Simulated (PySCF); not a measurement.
**Co(OH)₃: relaxation and vibrations of the singlet**

The task is one start of a wider search on Co(OH)₃: the singlet, from a trigonal planar start. It is relaxed, tested by its Hessian and followed downhill if it is a saddle.

Computed with PySCF 2.14.0. Level: PBE0, basis Co def2-TZVP, O def2-TZVP, H def2-TZVP, no relativity, density fitting.

### 1 The starting structure

7 atoms, charge 0, spin multiplicity 1.

Bond lengths: Co1–O2 1.740 Å, Co1–O3 1.740 Å, Co1–O4 1.740 Å, O2–H5 0.960 Å, O3–H6 0.960 Å, O4–H7 0.960 Å. Angles: O2–Co1–O3 120.0°, O2–Co1–O4 120.0°, O3–Co1–O4 120.0°, Co1–O2–H5 130.0°, Co1–O3–H6 130.0°, Co1–O4–H7 130.0°.

```xyz
7
charge 0 multiplicity 1
Co    0.0000    0.0000    0.0000
O     1.7400    0.0000    0.0000
O    -0.8700    1.5069    0.0000
O    -0.8700   -1.5069    0.0000
H     2.3571   -0.7354    0.0000
H    -0.5417    2.4090    0.0000
H    -1.8154   -1.6736    0.0000
```

### 2 The SCF at the typed geometry

One driver script runs all steps and calls PySCF; scf.py shows how it sets up the SCF of each step. The optimiser is the driver's own. After this first run the driver tries any further starts and a stability analysis.

scf.py

```python
from pyscf import gto, scf, dft
mol = gto.M(atom='''
Co     0.000000     0.000000     0.000000
O      1.740000     0.000000     0.000000
O     -0.870000     1.506900     0.000000
O     -0.870000    -1.506900     0.000000
H      2.357100    -0.735400     0.000000
H     -0.541700     2.409000     0.000000
H     -1.815400    -1.673600     0.000000''',
    basis={'Co': 'def2-TZVP', 'O': 'def2-TZVP', 'H': 'def2-TZVP'},
    charge=0, spin=0)
mf = dft.RKS(mol, xc='PBE0')
mf.grids.atom_grid = (50, 194)
aux = {'Co': 'def2-universal-JKFIT', 'O': 'def2-universal-JKFIT', 'H': 'def2-universal-JKFIT'}
mf = mf.density_fit(auxbasis=aux)
mf.conv_tol = 1e-08
mf.diis_space = 10
mf.max_cycle = 60
mf.init_guess = 'minao'
mf.verbose = 4
mf.kernel()
```

Launch:

```
$ OMP_NUM_THREADS=4 python axn.py task.json out
```

The program printed:

```text
init E= -1608.8661184418
  HOMO = 0.0370550801520621  LUMO = 0.0938377779938264  gap/eV = 1.54514
cycle= 1 E= -1590.21138030696  delta_E= 18.7  |g|= 7.77  |ddm|= 10.8
  HOMO = -1.18313512362737  LUMO = -1.07201474658748  gap/eV = 3.02374
cycle= 2 E= -1497.61292380935  delta_E= 92.6  |g|= 25.3  |ddm|= 21.9
cycle= 3 E= -1565.39663040314  delta_E= -67.8  |g|= 18.4  |ddm|= 10.4
  HOMO = -0.711942748593911  LUMO = -0.709050572160394  gap/eV = 0.07870
cycle= 4 E= -1580.44223101154  delta_E=  -15  |g|= 15.3  |ddm|= 3.94
  HOMO = -0.681167762475992  LUMO = -0.653279490885025  gap/eV = 0.75888
cycle= 5 E= -1586.17162148949  delta_E= -5.73  |g|= 13.4  |ddm|= 4.11
  HOMO = -0.620577352607711  LUMO = -0.549805370446812  gap/eV = 1.92580
cycle= 6 E= -1587.78002636981  delta_E= -1.61  |g|= 11.8  |ddm|= 5.11
  HOMO = -0.547675462024034  LUMO = -0.490935476568547  gap/eV = 1.54397
cycle= 7 E= -1592.75578781627  delta_E= -4.98  |g|= 11.1  |ddm|= 5.83
  HOMO = -0.530992926585566  LUMO = -0.452422071418384  gap/eV = 2.13802
cycle= 8 E= -1598.82656185693  delta_E= -6.07  |g|= 8.37  |ddm|= 5.53
  HOMO = -0.461197532898483  LUMO = -0.422925848757725  gap/eV = 1.04143
cycle= 9 E= -1600.93671365079  delta_E= -2.11  |g|= 7.24  |ddm|= 2.47
  HOMO = -0.381490634714596  LUMO = -0.306613427131383  gap/eV = 2.03751
cycle= 10 E= -1600.8736501986  delta_E= 0.0631  |g|= 6.96  |ddm|= 2.35
  HOMO = -0.449343551655734  LUMO = -0.30862785351488  gap/eV = 3.82907
cycle= 11 E= -1602.1493930921  delta_E= -1.28  |g|= 6.23  |ddm|= 2.29
  HOMO = 0.0859827037641902  LUMO = 0.139057632167471  gap/eV = 1.44424
cycle= 12 E= -1585.90649017014  delta_E= 16.2  |g|= 9.09  |ddm|= 12.3
  HOMO = -0.299799315544778  LUMO = -0.294501098507085  gap/eV = 0.14417
cycle= 13 E= -1608.21904121988  delta_E= -22.3  |g|= 2.99  |ddm|=   12
  HOMO = -0.160218142131335  LUMO = -0.124747640994211  gap/eV = 0.96520
cycle= 14 E= -1609.45953226433  delta_E= -1.24  |g|= 1.31  |ddm|= 1.16
  HOMO = -0.18014044402021  LUMO = -0.115311173154559  gap/eV = 1.76409
cycle= 15 E= -1609.51387903866  delta_E= -0.0543  |g|= 1.32  |ddm|= 0.656
  HOMO = -0.206477830531488  LUMO = -0.136654483937345  gap/eV = 1.89999
cycle= 16 E= -1609.67703339632  delta_E= -0.163  |g|= 0.789  |ddm|= 0.292
  HOMO = -0.27952235803488  LUMO = -0.193002396117415  gap/eV = 2.35433
cycle= 17 E= -1609.75646135077  delta_E= -0.0794  |g|= 0.245  |ddm|= 0.43
  HOMO = -0.263578687667601  LUMO = -0.174003125241965  gap/eV = 2.43748
cycle= 18 E= -1609.76465324427  delta_E= -0.00819  |g|= 0.145  |ddm|= 0.151
  HOMO = -0.266219086145527  LUMO = -0.179768147358524  gap/eV = 2.35245
cycle= 19 E= -1609.76849495244  delta_E= -0.00384  |g|= 0.063  |ddm|= 0.0857
  HOMO = -0.26353080986058  LUMO = -0.176728805325275  gap/eV = 2.36200
cycle= 20 E= -1609.76925384357  delta_E= -0.000759  |g|= 0.0297  |ddm|= 0.0513
  HOMO = -0.263390181324488  LUMO = -0.176372970108993  gap/eV = 2.36786
cycle= 21 E= -1609.76954930257  delta_E= -0.000295  |g|= 0.0156  |ddm|= 0.0207
  HOMO = -0.262986354934582  LUMO = -0.174121790708603  gap/eV = 2.41813
cycle= 22 E= -1609.77033913294  delta_E= -0.00079  |g|= 0.0197  |ddm|= 0.101
  HOMO = -0.263739924446802  LUMO = -0.173959767684025  gap/eV = 2.44304
cycle= 23 E= -1609.77103686892  delta_E= -0.000698  |g|= 0.0115  |ddm|= 0.104
  HOMO = -0.264588079972656  LUMO = -0.174190671107632  gap/eV = 2.45984
cycle= 24 E= -1609.77160705718  delta_E= -0.00057  |g|= 0.0116  |ddm|= 0.0991
  HOMO = -0.264697346127315  LUMO = -0.17399147014967  gap/eV = 2.46823
cycle= 25 E= -1609.77180267375  delta_E= -0.000196  |g|= 0.0102  |ddm|= 0.0324
  HOMO = -0.264708940149628  LUMO = -0.173913821843997  gap/eV = 2.47066
cycle= 26 E= -1609.77185418011  delta_E= -5.15e-05  |g|= 0.0101  |ddm|= 0.00861
  HOMO = -0.264711758304186  LUMO = -0.173661862438785  gap/eV = 2.47759
cycle= 27 E= -1609.77194838407  delta_E= -9.42e-05  |g|= 0.00918  |ddm|= 0.0154
  HOMO = -0.26466976361865  LUMO = -0.173703148186822  gap/eV = 2.47533
cycle= 28 E= -1609.7718563477  delta_E= 9.2e-05  |g|= 0.00823  |ddm|= 0.0159
  HOMO = -0.264688514121396  LUMO = -0.173572184262278  gap/eV = 2.47940
cycle= 29 E= -1609.77204790528  delta_E= -0.000192  |g|= 0.0083  |ddm|= 0.0326
  HOMO = -0.264628696154497  LUMO = -0.174016025475801  gap/eV = 2.46570
cycle= 30 E= -1609.77179227855  delta_E= 0.000256  |g|= 0.00887  |ddm|= 0.0423
  HOMO = -0.264279901872007  LUMO = -0.174777593138748  gap/eV = 2.43548
cycle= 31 E= -1609.77114903139  delta_E= 0.000643  |g|= 0.00824  |ddm|= 0.11
  HOMO = -0.265643244413562  LUMO = -0.175267066211309  gap/eV = 2.45926
cycle= 32 E= -1609.7693648219  delta_E= 0.00178  |g|= 0.0208  |ddm|= 0.346
  HOMO = -0.266030092460241  LUMO = -0.175000052166806  gap/eV = 2.47705
cycle= 33 E= -1609.76923171846  delta_E= 0.000133  |g|= 0.0251  |ddm|= 0.0235
  HOMO = -0.263715274775041  LUMO = -0.175962514451559  gap/eV = 2.38787
cycle= 34 E= -1609.76928112858  delta_E= -4.94e-05  |g|= 0.014  |ddm|= 0.0231
  HOMO = -0.265241662149133  LUMO = -0.17562231663192  gap/eV = 2.43867
cycle= 35 E= -1609.76863217601  delta_E= 0.000649  |g|= 0.0244  |ddm|= 0.214
  HOMO = -0.261728970221452  LUMO = -0.17738045636212  gap/eV = 2.29524
cycle= 36 E= -1609.76889388174  delta_E= -0.000262  |g|= 0.0051  |ddm|= 0.0693
  HOMO = -0.2628897200336  LUMO = -0.176374378439606  gap/eV = 2.35420
cycle= 37 E= -1609.76862493406  delta_E= 0.000269  |g|= 0.0108  |ddm|= 0.188
  HOMO = -0.262077625446586  LUMO = -0.176920427509076  gap/eV = 2.31725
cycle= 38 E= -1609.76864246232  delta_E= -1.75e-05  |g|= 0.00237  |ddm|= 0.037
  HOMO = -0.261270134911763  LUMO = -0.177102807837628  gap/eV = 2.29031
cycle= 39 E= -1609.76864336549  delta_E= -9.03e-07  |g|= 0.0023  |ddm|= 0.00458
  HOMO = -0.26193194858666  LUMO = -0.176901791753203  gap/eV = 2.31379
cycle= 40 E= -1609.76864155797  delta_E= 1.81e-06  |g|= 0.00185  |ddm|= 0.0212
  HOMO = -0.26171894244087  LUMO = -0.176986287956938  gap/eV = 2.30569
cycle= 41 E= -1609.76864245229  delta_E= -8.94e-07  |g|= 0.000493  |ddm|= 0.0015
  HOMO = -0.261618345054728  LUMO = -0.177025090886945  gap/eV = 2.30190
cycle= 42 E= -1609.76864252475  delta_E= -7.25e-08  |g|= 0.000171  |ddm|= 0.000784
  HOMO = -0.261635140329465  LUMO = -0.177016147824168  gap/eV = 2.30260
cycle= 43 E= -1609.76864253232  delta_E= -7.57e-09  |g|= 6.21e-05  |ddm|= 0.000578
  HOMO = -0.261632566042253  LUMO = -0.177023085758823  gap/eV = 2.30234
Extra cycle  E= -1609.76864252937  delta_E= 2.95e-09  |g|= 0.000175  |ddm|= 0.000145
converged SCF energy = -1609.76864252937
```

This step, with its further starts and checks, ran for 40 s (4 threads of Arm Neoverse V2, shared host).

The starts that the driver tried:

```csv
start,energy (Eh)
the minimal-basis guess,-1609.768643
a thermally smeared density,-1609.776586
a smeared PBE density,-1609.776586
```

The first run landed in a state that is too high. Following the other starts and the instabilities gains 65.4 kJ/mol (-1609.79357 Eh), and the work goes on from there.

### 3 Trigonal planar start, singlet: relaxation

The program finds C3h symmetry in the start, which this walk keeps. The walk stops when the largest gradient is under 0.0003 Eh/bohr and the energy has settled too.

Changes to scf.py since step 2:

```diff
@@ -3,7 +3,7 @@
-Co     0.000000     0.000000     0.000000
-O      1.740000     0.000000     0.000000
-O     -0.870000     1.506900     0.000000
-O     -0.870000    -1.506900     0.000000
-H      2.357100    -0.735400     0.000000
-H     -0.541700     2.409000     0.000000
-H     -1.815400    -1.673600     0.000000''',
+Co    -0.000000    -0.000000     0.000000
+O      1.740009    -0.000000     0.000000
+O     -0.870005     1.506892     0.000000
+O     -0.870005    -1.506892     0.000000
+H      2.357095    -0.735386     0.000000
+H     -0.541685     2.408997     0.000000
+H     -1.815410    -1.673611     0.000000''',
@@ -19 +18,0 @@
-mf.init_guess = 'minao'
```

The optimiser's trace:

```csv
step,energy (Eh),change (kJ/mol),largest symmetric gradient (Eh/bohr)
0,-1609.793569,0.00,0.00395
1,-1609.794091,-1.37,0.00327
2,-1609.795063,-3.92,0.00678
3,-1609.795335,-4.64,0.00481
4,-1609.795449,-4.94,0.00073
5,-1609.795451,-4.94,0.00008
```

The walk took 22 s.

Geometry (Å) and forces (eV/Å) at some steps, with the part that breaks the symmetry left in:

```
step 0
Co   0.000   0.000   0.000  -0.008   0.002  -0.503
O    1.740   0.000   0.000  -0.084   0.183  -0.578
O   -0.870   1.507   0.000  -0.115  -0.170  -0.577
O   -0.870  -1.507   0.000   0.206  -0.016  -0.577
H    2.357  -0.735   0.000  -0.176  -0.081   0.745
H   -0.542   2.409   0.000   0.157  -0.113   0.745
H   -1.815  -1.674   0.000   0.019   0.194   0.745
step 1
Co   0.000   0.000   0.000  -0.007   0.003  -0.652
O    1.734   0.009   0.000   0.070   0.148  -0.522
O   -0.875   1.497   0.000  -0.162  -0.020  -0.522
O   -0.859  -1.507   0.000   0.098  -0.131  -0.521
H    2.339  -0.737   0.000  -0.159  -0.059   0.739
H   -0.532   2.394   0.000   0.130  -0.109   0.739
H   -1.808  -1.657   0.000   0.029   0.168   0.739
step 3
Co   0.000   0.000   0.000  -0.004   0.006  -0.814
O    1.729   0.059   0.000   0.250  -0.040  -0.445
O   -0.915   1.468   0.000  -0.091   0.230  -0.445
O   -0.814  -1.527   0.000  -0.155  -0.195  -0.445
H    2.256  -0.747   0.000  -0.058   0.055   0.716
H   -0.481   2.328   0.000  -0.018  -0.080   0.716
H   -1.775  -1.580   0.000   0.077   0.022   0.716
step 5
Co   0.000   0.000   0.000  -0.005   0.007  -0.791
O    1.737   0.066   0.000   0.005  -0.002  -0.447
O   -0.926   1.471   0.000  -0.001  -0.001  -0.447
O   -0.811  -1.538   0.000   0.000  -0.002  -0.447
H    2.246  -0.750   0.000   0.005  -0.001   0.710
H   -0.474   2.320   0.000  -0.001   0.002   0.710
H   -1.772  -1.571   0.000  -0.003  -0.004   0.711
```

After 5 steps and 4.9 kJ/mol it ends at C3h: Co–O 1.738 Å (×3), O–H 0.962 Å (×3); Co–O–H 119.8° (×3), O–Co–O 120.0° (×3). A gradient of 0.0154 Eh/bohr that breaks the symmetry is left: this electronic state wants a lower symmetry.

(Part 1 of 2 ends here.)
